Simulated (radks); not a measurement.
# Mo²⁺ in [Kr] 4d4: an all-electron calculation

One table from this session's results is given with a row withheld; the runs are named, their logs left out.

The numbers are computed with radks (a radial shooting solver on a logarithmic mesh, Libxc functionals) version 1 (Dirac Kohn-Sham, LDA (Slater exchange, Perdew-Wang correlation), spin-unpolarised, spherical densities, point nucleus; open shells fill j = l - 1/2 first), except any that are marked as measured or tabulated.

### The system

* element: molybdenum (Z = 42)
* charge: +2
* electrons: 40
* configuration: [Kr] 4d4

Set-up of the first run:

Input:

```text
Z 42
configuration [Kr] 4d4 5s0 5p0
relativity Dirac
functional lda,pw
spin unpolarised
j_filling energy
nucleus point
c 137.035999084
```

Steps of the session up to this table: Self-consistent calculation.

One table of the session follows, with a row left open; its other results are not shown here.

It belongs to the step «Radial structure». Radial moments (bohr):

| level | <r> | outermost maximum (interpolated) | 90 % within | nodes |
| --- | --- | --- | --- | --- |
| 1s1/2 | 0.03520 | 0.0229 | 0.0631 | 0 |
| 2s1/2 | 0.1536 | 0.130 | 0.238 | 1 |
| 2p1/2 | 0.1308 | 0.101 | 0.214 | 0 |
| 2p3/2 | 0.1354 | 0.105 | 0.220 | 0 |
| 3s1/2 | 0.4295 | 0.384 | 0.635 | 2 |
| 3p1/2 | 0.4239 | 0.371 | 0.642 | 1 |
| 3p3/2 | 0.4345 | 0.381 | 0.657 | 1 |
| 3d3/2 | 0.4135 | 0.320 | 0.662 | 0 |
| 3d5/2 | 0.4170 | 0.323 | 0.667 | 0 |
| 4s1/2 | 1.103 | 0.987 | 1.61 | 3 |
| 4p1/2 | ? | ? | ? | ? |
| 4p3/2 | 1.237 | 1.08 | 1.84 | 2 |
| 4d3/2 | 1.722 | 1.34 | 2.72 | 1 |
| 4d5/2 | 1.738 | 1.36 | 2.74 | 1 |
| 5s1/2 | 2.902 | 2.60 | 4.18 | 4 |
| 5p1/2 | 3.419 | 3.04 | 4.96 | 3 |
| 5p3/2 | 3.487 | 3.11 | 5.05 | 3 |

Q: Estimate the row for 4p1/2 from the others.

The run gave: <r>: 1.207; outermost maximum (interpolated): 1.05; 90 % within: 1.79; nodes: 2. In the column «<r>» it lies between 4s1/2 (1.103) and 4p3/2 (1.237).

To keep in mind: Spin polarisation and multiplet splitting are left out.
